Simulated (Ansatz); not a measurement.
# AsH4NSi: the cost of one run

Method: the settings change from run to run; program: Ansatz 0.2.0, Gaussian basis.

### Step 1. The relaxed structure

The geometry comes from an earlier relaxation with PBE0-D4 in a triple-zeta def2 set; it is a stationary point, not always the lowest conformer.

7 atoms, charge 0, spin multiplicity 1.

Atoms are counted from 1 here; the program's logs count them from 0.

Bond lengths: N1–Si2 1.719 Å, N1–As3 1.953 Å, N1–H4 1.009 Å, Si2–As3 2.291 Å, Si2–H5 1.483 Å, Si2–H6 1.479 Å, As3–H7 1.529 Å. Angles: Si2–N1–As3 76.9°, Si2–N1–H4 125.3°, As3–N1–H4 114.2°, N1–Si2–As3 56.1°, N1–Si2–H5 120.1°, N1–Si2–H6 115.3°, As3–Si2–H5 117.7°, As3–Si2–H6 124.2°, H5–Si2–H6 112.3°, N1–As3–Si2 47.0°, N1–As3–H7 93.7°, Si2–As3–H7 95.8°.

### Step 2. CAM-B3LYP/cc-pVTZ-DK

Set apart from the defaults: charge +1, multiplicity 2, density fitting with cc-pVTZ-jkfit, D3(BJ) dispersion.

in.yaml

```yaml
crystal:
  periodic: [false, false, false]
  atoms:
    - {symbol: N, position_ang: [-0.754549, -0.721490, 0.018475]}
    - {symbol: Si, position_ang: [-0.048169, 0.844806, -0.021899]}
    - {symbol: As, position_ang: [1.096902, -1.083960, -0.485934]}
    - {symbol: H, position_ang: [-1.438275, -1.070612, -0.636961]}
    - {symbol: H, position_ang: [-0.339056, 1.762921, -1.149921]}
    - {symbol: H, position_ang: [0.002318, 1.549306, 1.277835]}
    - {symbol: H, position_ang: [1.542131, -1.348970, 0.952704]}
basis:
  gaussian: {orbitals: cc-pVTZ-DK, fitting: {mean_field: cc-pVTZ-jkfit}}
total_charge: 1
magnetization: {spin_polarized: true, initial_magnetization: 1}
hamiltonian: {xc: {name: CAM-B3LYP}, dispersion: d3bj}
output: {forces: true}
```

Command:

```bash
ansatz run in.yaml --threads 2 --pin off --events-out ev --progress --plain --max-ram 4352MiB
```

Q: Estimate wall time and peak memory on 2 threads of Arm Neoverse V1, shared host.

About 13 s, with a peak of 0.53 GiB.
